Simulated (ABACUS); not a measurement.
# ScSi2 (P6/mmm) in ABACUS: a series of runs

One crystal, ScSi2, is run at these levels: PBE; tasks: equation of state.

Everything below comes from runs of ABACUS 3.10.1. Logs are shortened: lines on timing, memory, paths and dates and some standing lists are left out, and cuts for length are marked.

## (1) The structure

The structure is hexagonal, space group P6/mmm (No. 191). Conventional cell: a = 3.660 Å, b = 3.660 Å, c = 3.870 Å, α = 90.00°, β = 90.00°, γ = 120.00°. Sc (site symmetry 6/mmm) is surrounded by 12 Si at 2.87 Å. Si (site symmetry -6m2) has 3 Si at 2.11 Å as nearest neighbours.

## (2) Equation of state, PBE, 14.07 Å³/atom (volume scaled by 0.94)

The input, INPUT:

```
INPUT_PARAMETERS
suffix              ScSi2
calculation         scf
basis_type          lcao
pseudo_dir          ./
orbital_dir         ./
symmetry            1
dft_functional      pbe
ecutwfc             100
pseudo_rcut         10
nspin               1
nbands              14
ks_solver           genelpa
smearing_method     fd
smearing_sigma      0.00367493
scf_thr             1e-07
scf_nmax            100
mixing_type         broyden
mixing_beta         0.7
cal_force           1
cal_stress          1
out_mul             1
```

The input, STRU:

```
ATOMIC_SPECIES
Sc 44.9559 Sc.upf
Si 28.0850 Si.upf

NUMERICAL_ORBITAL
Sc_confined-atom_8au_3s2p2d1f.orb
Si_confined-atom_7au_2s2p1d.orb

LATTICE_CONSTANT
1.8897261246

LATTICE_VECTORS
3.5852851579 0.0000000000 0.0000000000
-1.7926425789 3.1049480266 0.0000000000
0.0000000000 0.0000000000 3.7909982407

ATOMIC_POSITIONS
Direct

Sc
0.0
1
0.0000000000 0.0000000000 0.0000000000 1 1 1

Si
0.0
2
0.6666666667 0.3333333333 0.5000000000 1 1 1
0.3333333333 0.6666666667 0.5000000000 1 1 1
```

The input, KPT:

```
K_POINTS
0
Gamma
8 8 7 0 0 0
```

Potentials or basis: PseudoDojo NC SR 0.4.1 PBE standard, DZP LCAO (the cutoffs set its grid).

Run with:

```sh
OMP_NUM_THREADS=1 mpirun -np 4 abacus > log
```

running log:

```text
ABACUS v3.10.1

               Atomic-orbital Based Ab-initio Computation at UStc

 ------------------------------------------------------------------------------------

 READING GENERAL INFORMATION
                           global_out_dir = OUT.ScSi2/
                           global_in_card = INPUT
                               pseudo_dir = ./
[... 8 lines left out ...]

 READING ATOM TYPE 1
                               atom label = Sc
                      L=0, number of zeta = 3
                      L=1, number of zeta = 2
                      L=2, number of zeta = 2
                      L=3, number of zeta = 1
             number of atom for this type = 1

 READING ATOM TYPE 2
                               atom label = Si
                      L=0, number of zeta = 2
                      L=1, number of zeta = 2
                      L=2, number of zeta = 1
             number of atom for this type = 2

                        TOTAL ATOM NUMBER = 3
DIRECT COORDINATES
    atom                   x                   y                   z     mag                  vx                  vy                  vz
taud_Sc1            0.0000000000        0.0000000000        0.0000000000  0.0000        0.0000000000        0.0000000000        0.0000000000
taud_Si1            0.6666666667        0.3333333333        0.5000000000  0.0000        0.0000000000        0.0000000000        0.0000000000
taud_Si2            0.3333333333        0.6666666667        0.5000000000  0.0000        0.0000000000        0.0000000000        0.0000000000

                          Volume (Bohr^3) = 284.792
                             Volume (A^3) = 42.2018

 Lattice vectors: (Cartesian coordinate: in unit of a_0)
             +3.58529                  +0                  +0
             -1.79264            +3.10495                  +0
                   +0                  +0              +3.791
 Reciprocal vectors: (Cartesian coordinate: in unit of 2 pi/a_0)
            +0.278918           +0.161033                  -0
                   -0           +0.322067                  -0
                   +0                  -0           +0.263783
 The esolver type has been set to : ksdft_lcao

                PAO radial cut off (Bohr) = 10

 Read in pseudopotential file is Sc.upf
                     pseudopotential type = NC
          exchange-correlation functional = PBE
                 nonlocal core correction = 1
                        valence electrons = 11
                                     lmax = 2
                           number of zeta = 4
                     number of projectors = 6
                           L of projector = 0
[... 5 lines left out ...]
                PAO radial cut off (Bohr) = 10

 Read in pseudopotential file is Si.upf
                     pseudopotential type = NC
          exchange-correlation functional = PBE
                 nonlocal core correction = 1
                        valence electrons = 4
                                     lmax = 2
                           number of zeta = 2
                     number of projectors = 6
                           L of projector = 0
                           L of projector = 0
                           L of projector = 1
                           L of projector = 1
                           L of projector = 2
                           L of projector = 2
     initial pseudo atomic orbital number = 18

 SETUP THE ELECTRONS NUMBER
            electron number of element Sc = 11
      total electron number of element Sc = 11
            electron number of element Si = 4
      total electron number of element Si = 8
            AUTOSET number of electrons:  = 19
                           occupied bands = 10
                                   NLOCAL = 52
                                   NBANDS = 14
                                   NBANDS = 14
                                   NLOCAL = 52

%%%%%%%%%%%%%%%%%%%%%%%%%%%%%%%%%%%%%%%%%%%%%%%%%%%%%%%%%%%%%%%%%%%%%%%%%%%%%%%%%%%%%%%%%%%%%%%%%%%%%%%%%%
 Warning: the number of valence electrons in pseudopotential > 3 for Sc: [Ar] 3d1 4s2
 Pseudopotentials with additional electrons can yield (more) accurate outcomes, but may be less efficient.
 If you're confident that your chosen pseudopotential is appropriate, you can safely ignore this warning.
%%%%%%%%%%%%%%%%%%%%%%%%%%%%%%%%%%%%%%%%%%%%%%%%%%%%%%%%%%%%%%%%%%%%%%%%%%%%%%%%%%%%%%%%%%%%%%%%%%%%%%%%%%

 SETUP THE PLANE WAVE BASIS
 energy cutoff for charge/potential (unit:Ry) = 400
            fft grid for charge/potential = [ 45, 45, 45 ]
                        fft grid division = [ 3, 3, 3 ]
        big fft grid for charge/potential = [ 15, 15, 15 ]
                                     nbxx = 900
                                     nrxx = 24300

 SETUP PLANE WAVES FOR CHARGE/POTENTIAL
                    number of plane waves = 38457
                         number of sticks = 1261

[... 71 lines left out ...]

 PARALLEL PW FOR WAVE FUNCTIONS
     PROC   COLUMNS(POT)             PW
        1             94           1588
        2             95           1589
        3             95           1589
        4             95           1589
 --------------- sum -------------------
        4            379           6355

 SET NONLOCAL PSEUDOPOTENTIAL PROJECTORS
 SET NONLOCAL PSEUDOPOTENTIAL PROJECTORS
 max number of nonlocal projetors among all species is 6

 -------------------------------------------
 SELF-CONSISTENT
 -------------------------------------------

 SETUP SEARCHING RADIUS FOR PROGRAM TO SEARCH ADJACENT ATOMS
                  longest orb rcut (Bohr) = 8
   longest nonlocal projector rcut (Bohr) = 1.94
                     search radius (Bohr) = 19.9
              searching radius is (Bohr)) = 19.9
         searching radius unit is (Bohr)) = 1.89
                         PeriodicBoundary = 1
                        Radius(unit:lat0) = 10.5
                                   glayer = [ 5, 5, 4 ]
                             glayer_minus = [ 4, 4, 3 ]

Find the coordinate range of the input atom(unit:lat0).
                                  min_tau = [ -21.5, -12.4, -11.4 ]
                                  max_tau = [ 23.3, 14.5, 13.3 ]
                                BoxNumber = [ 9, 9, 7 ]

 SETUP EXTENDED REAL SPACE GRID FOR GRID INTEGRATION
                          real space grid = [ 45, 45, 45 ]
                 big cell numbers in grid = [ 15, 15, 15 ]
             meshcell numbers in big cell = [ 3, 3, 3 ]
                        extended fft grid = [ 21, 21, 17 ]
                dimension of extened grid = [ 58, 58, 50 ]
                            UnitCellTotal = 125
              Atom number in sub-FFT-grid = 3
    Local orbitals number in sub-FFT-grid = 52
                                ParaV.nnr = 45130
                                 init_chg = atomic

 LCAO ALGORITHM --------------- ION=   1  ELEC=   1--------------------------------

 Density error is 0.069639088806
----------------------------------------------------------
     Energy           Rydberg                 eV
----------------------------------------------------------
 E_KohnSham     -113.6406652257      -1546.1605715803
 E_Harris       -115.2544044343      -1568.1166199026
 E_Fermi        0.9978131440         13.5759442979
----------------------------------------------------------
[... 80 lines left out ...]
 Density error is 1.89722511876e-08
----------------------------------------------------------
     Energy           Rydberg                 eV
----------------------------------------------------------
 E_KohnSham     -113.6736198329      -1546.6089420128
 E_KS(sigma->0) -113.6730909897      -1546.6017467322
 E_Harris       -113.6736206332      -1546.6089529024
 E_band         -5.4618981090        -74.3129361773
 E_one_elec     -25.1877904199       -342.6974697411
 E_Hartree      21.7505003304        295.9307388439
 E_xc           -23.0496798895       -313.6069835726
 E_Ewald        -87.1855921675       -1186.2208369818
 E_entropy(-TS) -0.0010576864        -0.0143905613
 E_descf        0.0000000000         0.0000000000
 E_exx          0.0000000000         0.0000000000
 E_Fermi        0.9979997796         13.5784836056
----------------------------------------------------------

 charge density convergence is achieved
 final etot is -1546.608942 eV
 EFERMI = 13.578483606 eV

 STATE ENERGY(eV) AND OCCUPATIONS    NSPIN == 1
 1/40 kpoint (Cartesian) = 0.0000 0.0000 0.0000 (1212 pws)
       1       -35.8683     0.00446429
       2       -14.6118     0.00446429
       3       -14.4986     0.00446429
       4       -14.4986     0.00446429
       5      -0.756671     0.00446429
       6        9.91706     0.00446429
       7        9.93162     0.00446429
       8        9.93162     0.00446429
       9        11.3099     0.00446429
      10        14.6152    4.41193e-12
      11        14.6152    4.41192e-12
      12        15.0716    4.79155e-16
      13        15.3216    3.22701e-18
      14        15.3216    3.22701e-18
[... 66 lines left out ...]
       1       -35.8625      0.0267857
       2       -14.6009      0.0267857
       3       -14.5623      0.0267857
       4       -14.5163      0.0267857
       5     -0.0417840      0.0267857
       6        7.53964      0.0267857
       7        8.98411      0.0267857
       8        9.98458      0.0267857
       9        11.6951      0.0267857
      10        14.3302    7.92352e-09
      11        14.5423    1.13799e-10
      12        14.5654    7.17633e-11
      13        15.6071    6.41901e-20
      14        16.9511    1.36078e-31

[... levels at 34 further k points ...]

 correction force for each atom along direction 1 is -6.02527e-15
 correction force for each atom along direction 2 is -2.31528e-15
 correction force for each atom along direction 3 is -9.97466e-15
------------------------------------------------------------------------------------------
 TOTAL-FORCE (eV/Angstrom)
------------------------------------------------------------------------------------------
                       Sc1         0.0000000000         0.0000000000         0.0000000000
                       Si1         0.0000000000         0.0000000000         0.0000000000
                       Si2         0.0000000000         0.0000000000         0.0000000000
------------------------------------------------------------------------------------------

----------------------------------------------------------------
 TOTAL-STRESS (KBAR)
----------------------------------------------------------------
       554.7590434324        -0.0000000089        -0.0000000000
        -0.0000000089       554.7590434155         0.0000000000
         0.0000000000         0.0000000000        70.7302366994
----------------------------------------------------------------
 TOTAL-PRESSURE: 393.416108 KBAR

 --------------------------------------------
 !FINAL_ETOT_IS -1546.6089420128137135 eV
 --------------------------------------------
```

Run time: 6.1 s. Hardware: 4 MPI ranks of INTEL XEON PLATINUM 8581C at 2.10GHz (Emerald Rapids), shared host; peak memory 0.44 GiB.

Results:

| Item | Value |
| --- | --- |
| Free energy | -1546.6089 eV |
| Pressure | 39.3 GPa |
| Band gap on the k mesh | none (metal or under the smearing width) |
| Mulliken charges | Sc +0.76; Si -0.38 e |

Caveat: the atomic orbitals were generated for these runs and aren't a published set; Mulliken charges move with the basis; the basis of atomic orbitals isn't converged, which shifts pressures, moduli and gaps.

## (3) Equation of state, PBE, 14.37 Å³/atom (volume scaled by 0.96)

INPUT is that of step 2.

STRU: that of step 2 with these lines changed.

```diff
@@ -12,5 +12,5 @@
 LATTICE_VECTORS
-3.5852851579 0.0000000000 0.0000000000
--1.7926425789 3.1049480266 0.0000000000
-0.0000000000 0.0000000000 3.7909982407
+3.6105344768 0.0000000000 0.0000000000
+-1.8052672384 3.1268145782 0.0000000000
+0.0000000000 0.0000000000 3.8176962911
```

KPT is that of step 2.

Potentials or basis: PseudoDojo NC SR 0.4.1 PBE standard, DZP LCAO (the cutoffs set its grid).

Run with:

```sh
OMP_NUM_THREADS=1 mpirun -np 4 abacus > log
```

It took 5.9 s on 4 MPI ranks of INTEL XEON PLATINUM 8581C at 2.10GHz (Emerald Rapids), shared host; peak memory 0.44 GiB.

It converged, with:

```yaml
Free_energy: -1546.8154 eV
Pressure: 34.4 GPa
Band_gap_on_the_k_mesh: none (metal or under the smearing width)
Mulliken_charges: Sc +0.68; Si -0.34 e
```

Caveat: the atomic orbitals were generated for these runs and aren't a published set; Mulliken charges move with the basis; the basis of atomic orbitals isn't converged, which shifts pressures, moduli and gaps.

## (4) Equation of state, PBE, 14.67 Å³/atom (volume scaled by 0.98)

INPUT is that of step 3.

STRU: that of step 3 with these lines changed.

```diff
@@ -12,5 +12,5 @@
 LATTICE_VECTORS
-3.6105344768 0.0000000000 0.0000000000
--1.8052672384 3.1268145782 0.0000000000
-0.0000000000 0.0000000000 3.8176962911
+3.6354355015 0.0000000000 0.0000000000
+-1.8177177507 3.1483794981 0.0000000000
+0.0000000000 0.0000000000 3.8440260630
```

KPT is that of step 3.

Run with:

```sh
OMP_NUM_THREADS=1 mpirun -np 4 abacus > log
```

Run time: 6.1 s. Hardware: 4 MPI ranks of INTEL XEON PLATINUM 8581C at 2.10GHz (Emerald Rapids), shared host; peak memory 0.48 GiB.

The run converged. Its results:

```
Free energy            : -1546.9956 eV
Pressure               : 29.9 GPa
Band gap on the k mesh : none (metal or under the smearing width)
Mulliken charges       : Sc +0.61; Si -0.30 e
```

Caveat: the atomic orbitals were generated for these runs and aren't a published set; Mulliken charges move with the basis; the basis of atomic orbitals isn't converged, which shifts pressures, moduli and gaps.

## (5) Equation of state, PBE, 14.97 Å³/atom

INPUT is that of step 4.

STRU: that of step 4 with these lines changed.

```diff
@@ -12,5 +12,5 @@
 LATTICE_VECTORS
-3.6354355015 0.0000000000 0.0000000000
--1.8177177507 3.1483794981 0.0000000000
-0.0000000000 0.0000000000 3.8440260630
+3.6600000000 0.0000000000 0.0000000000
+-1.8300000000 3.1696529779 0.0000000000
+0.0000000000 0.0000000000 3.8700000000
```

KPT is that of step 4.

Run with:

```sh
OMP_NUM_THREADS=1 mpirun -np 4 abacus > log
```

It took 6 s on 4 MPI ranks of INTEL XEON PLATINUM 8581C at 2.10GHz (Emerald Rapids), shared host; peak memory 0.48 GiB.

It converged, with:

- Free energy: -1547.1518 eV
- Pressure: 25.8 GPa
- Band gap on the k mesh: none (metal or under the smearing width)
- Mulliken charges: Sc +0.53; Si -0.27 e

Caveat: the atomic orbitals were generated for these runs and aren't a published set; Mulliken charges move with the basis; the basis of atomic orbitals isn't converged, which shifts pressures, moduli and gaps.

## (6) Equation of state, PBE, 15.26 Å³/atom (volume scaled by 1.02)

INPUT is that of step 5.

STRU: that of step 5 with these lines changed.

```diff
@@ -12,5 +12,5 @@
 LATTICE_VECTORS
-3.6600000000 0.0000000000 0.0000000000
--1.8300000000 3.1696529779 0.0000000000
-0.0000000000 0.0000000000 3.8700000000
+3.6842391170 0.0000000000 0.0000000000
+-1.8421195585 3.1906446690 0.0000000000
+0.0000000000 0.0000000000 3.8956298860
```

KPT is that of step 5.

Potentials or basis: PseudoDojo NC SR 0.4.1 PBE standard, DZP LCAO (the cutoffs set its grid).

Run with:

```sh
OMP_NUM_THREADS=1 mpirun -np 4 abacus > log
```

Wall time 5.8 s (4 MPI ranks of INTEL XEON PLATINUM 8581C at 2.10GHz (Emerald Rapids), shared host); peak memory 0.48 GiB.

It converged, with:

* Free energy: -1547.2860 eV
* Pressure: 22.1 GPa
* Band gap on the k mesh: none (metal or under the smearing width)
* Mulliken charges: Sc +0.46; Si -0.23 e

Caveat: the atomic orbitals were generated for these runs and aren't a published set; Mulliken charges move with the basis; the basis of atomic orbitals isn't converged, which shifts pressures, moduli and gaps.

## (7) Equation of state, PBE, 15.56 Å³/atom (volume scaled by 1.04)

INPUT is that of step 6.

STRU: that of step 6 with these lines changed.

```diff
@@ -12,5 +12,5 @@
 LATTICE_VECTORS
-3.6842391170 0.0000000000 0.0000000000
--1.8421195585 3.1906446690 0.0000000000
-0.0000000000 0.0000000000 3.8956298860
+3.7081634180 0.0000000000 0.0000000000
+-1.8540817090 3.2113637214 0.0000000000
+0.0000000000 0.0000000000 3.9209268928
```

KPT is that of step 6.

Run with:

```sh
OMP_NUM_THREADS=1 mpirun -np 4 abacus > log
```

Wall time 5.7 s (4 MPI ranks of INTEL XEON PLATINUM 8581C at 2.10GHz (Emerald Rapids), shared host); peak memory 0.44 GiB.

Results (log left out):

```
Free energy            : -1547.4001 eV
Pressure               : 18.7 GPa
Band gap on the k mesh : none (metal or under the smearing width)
Mulliken charges       : Sc +0.39; Si -0.20 e
```

Caveat: the atomic orbitals were generated for these runs and aren't a published set; Mulliken charges move with the basis; the basis of atomic orbitals isn't converged, which shifts pressures, moduli and gaps.

## (8) Equation of state, PBE, 15.86 Å³/atom (volume scaled by 1.06)

INPUT is that of step 7.

STRU: that of step 7 with these lines changed.

```diff
@@ -12,5 +12,5 @@
 LATTICE_VECTORS
-3.7081634180 0.0000000000 0.0000000000
--1.8540817090 3.2113637214 0.0000000000
-0.0000000000 0.0000000000 3.9209268928
+3.7317829301 0.0000000000 0.0000000000
+-1.8658914650 3.2318188189 0.0000000000
+0.0000000000 0.0000000000 3.9459016228
```

KPT is that of step 7.

Run with:

```sh
OMP_NUM_THREADS=1 mpirun -np 4 abacus > log
```

Wall time 5.6 s (4 MPI ranks of INTEL XEON PLATINUM 8581C at 2.10GHz (Emerald Rapids), shared host); peak memory 0.48 GiB.

The run converged. Its results:

```
Free energy            : -1547.4959 eV
Pressure               : 15.6 GPa
Band gap on the k mesh : none (metal or under the smearing width)
Mulliken charges       : Sc +0.33; Si -0.16 e
```

Caveat: the atomic orbitals were generated for these runs and aren't a published set; Mulliken charges move with the basis; the basis of atomic orbitals isn't converged, which shifts pressures, moduli and gaps.

## (9) Equation of state, PBE

Potentials or basis: PseudoDojo NC SR 0.4.1 PBE standard, DZP LCAO (the cutoffs set its grid).

This step only gathers the single runs of the series.

What came out:

| Quantity | Value |
| --- | --- |
| Equilibrium volume | outside the volumes run |

Energy against volume, from the lowest point:
| volume (Å³/atom) | energy (meV/atom) |
| --- | --- |
| 14.067 | 295.66 |
| 14.367 | 226.83 |
| 14.666 | 166.77 |
| 14.965 | 114.73 |
| 15.265 | 69.99 |
| 15.564 | 31.93 |
| 15.863 | 0.00 |

Caveat: the atomic orbitals were generated for these runs and aren't a published set; the basis of atomic orbitals isn't converged, which shifts pressures, moduli and gaps.
